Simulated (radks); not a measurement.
# Ga³⁺ in [Ar] 3d10: an all-electron calculation

The task here is to estimate one member of a computed series from the others.

Method: scalar-relativistic Kohn-Sham, PBEsol, spin-polarised, spherical densities, finite nucleus. Code: radks (a radial shooting solver on a logarithmic mesh, Libxc functionals) version 1.

### The system

```
element            : gallium (Z = 31)
charge             : +3
electrons          : 28
configuration      : [Ar] 3d10
nuclear rms radius : 3.9973 fm
```

Outer shells as boxes (Hund's rule):

Ga³⁺
```
[Ar] core
3d [↑↓][↑↓][↑↓][↑↓][↑↓]
```

The first run:

Settings of this run:

```text
Z 31
configuration [Ar] 3d10
relativity scalar-relativistic
functional pbe_sol,pbe_sol
spin polarised
nucleus finite rms 3.9973 fm
c 137.035999084
```

One table of the session follows, with a row left open; its other results are not shown here.

It belongs to the step «Shells». From the orbitals of this run (lengths in bohr):

```
level     <r>  outermost maximum (interpolated)  90 % within  nodes
   1s       ?                                 ?            ?      ?
   2s  0.2180                             0.183        0.337      1
   2p  0.1908                             0.146        0.312      0
   3s  0.6525                             0.565        0.978      2
   3p  0.6792                             0.567         1.05      1
   3d  0.7867                             0.533         1.34      0
```

Q: Estimate the row for 1s from the others.

**Answer.** <r>: 0.04863; outermost maximum (interpolated): 0.0318; 90 % within: 0.0869; nodes: 0. In the column «<r>» it is the lowest.
